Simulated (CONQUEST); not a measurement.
The system is Ti3S4.

```
CELL_PARAMETERS angstrom
3.44438 0.00000 0.00000
0.00000 5.96585 0.00000
0.00000 0.00000 11.81220
ATOMIC_POSITIONS crystal
Ti 0.00000 0.33333 0.12280
Ti 0.50000 0.83333 0.12280
Ti 0.00000 0.66667 0.88864
Ti 0.50000 0.16667 0.88864
Ti 0.00000 0.66667 0.61511
Ti 0.50000 0.16667 0.61511
S 0.00000 0.00000 0.99966
S 0.50000 0.50000 0.99966
S 0.00000 0.00000 0.49855
S 0.50000 0.50000 0.49855
S 0.00000 0.66667 0.24116
S 0.50000 0.16667 0.24116
S 0.00000 0.33333 0.74909
S 0.50000 0.83333 0.74909
```

The cell comes from a database or a generator and needn't be the stable form of this composition.

* Program: CONQUEST 1.3
* Task: single point
* Functional: PBEsol
* Potentials or basis: PseudoDojo NC PBEsol, DZP, grid cutoff 150 Ha
* k mesh: 8 × 5 × 3
* Occupations: fermi-dirac, width 0.05 eV
* Spin: no spin polarisation

On this cell: pressure -3.8 GPa; largest force 0.177 eV/Å; band gap on the k mesh none (metal or under the smearing width).

The same run follows on a disturbed copy (atoms moved at random, drawn with an rms of 0.05 Å):

```
Ti S
1.0
     3.44438    0.00000    0.00000
     0.00000    5.96585    0.00000
     0.00000    0.00000   11.81220
Ti S
6 8
Direct
  0.00201 0.32742 0.12295
  0.50201 0.82742 0.12295
  0.49368 0.16943 0.88888
  0.99369 0.66943 0.88888
  0.00647 0.66978 0.61405
  0.50647 0.16978 0.61405
  0.49884 0.49512 0.99937
  0.99884 0.99512 0.99937
  0.01748 0.99120 0.50069
  0.51748 0.49120 0.50069
  0.00682 0.66489 0.23846
  0.50682 0.16489 0.23846
  0.48802 0.83197 0.74750
  0.98802 0.33197 0.74750
```

What does the disturbed cell give?

The energy (extrapolated to zero smearing) moves by +6.8 meV/atom; pressure -2.7 GPa; largest force 0.619 eV/Å; band gap on the k mesh none (metal or under the smearing width).

Forces on the atoms (eV/Å):
```
Ti   0.057  0.110 -0.458
Ti   0.057  0.110 -0.458
Ti   0.056 -0.281 -0.105
Ti   0.056 -0.281 -0.106
Ti  -0.032 -0.360  0.503
Ti  -0.032 -0.360  0.502
S   -0.069  0.301 -0.066
S   -0.069  0.300 -0.066
S   -0.241  0.344 -0.346
S   -0.241  0.344 -0.346
S   -0.108 -0.120  0.251
S   -0.108 -0.120  0.251
S    0.326  0.007  0.204
S    0.326  0.007  0.204
```

Stress tensor (GPa, compression positive):
```
-3.60  0.57  0.28
 0.57 -2.63 -0.31
 0.28 -0.31 -1.92
```

The forces don't sum to zero, so they hold noise of the program's grid.

Caveats: the box holds several primitive cells, so bands are folded and the points are those of the box's own zone; the basis of atomic orbitals isn't converged, which shifts pressures, moduli and gaps; this functional lacks dispersion, which binds the layers, so the pressure and a relaxed spacing across them are unreliable (some runs).
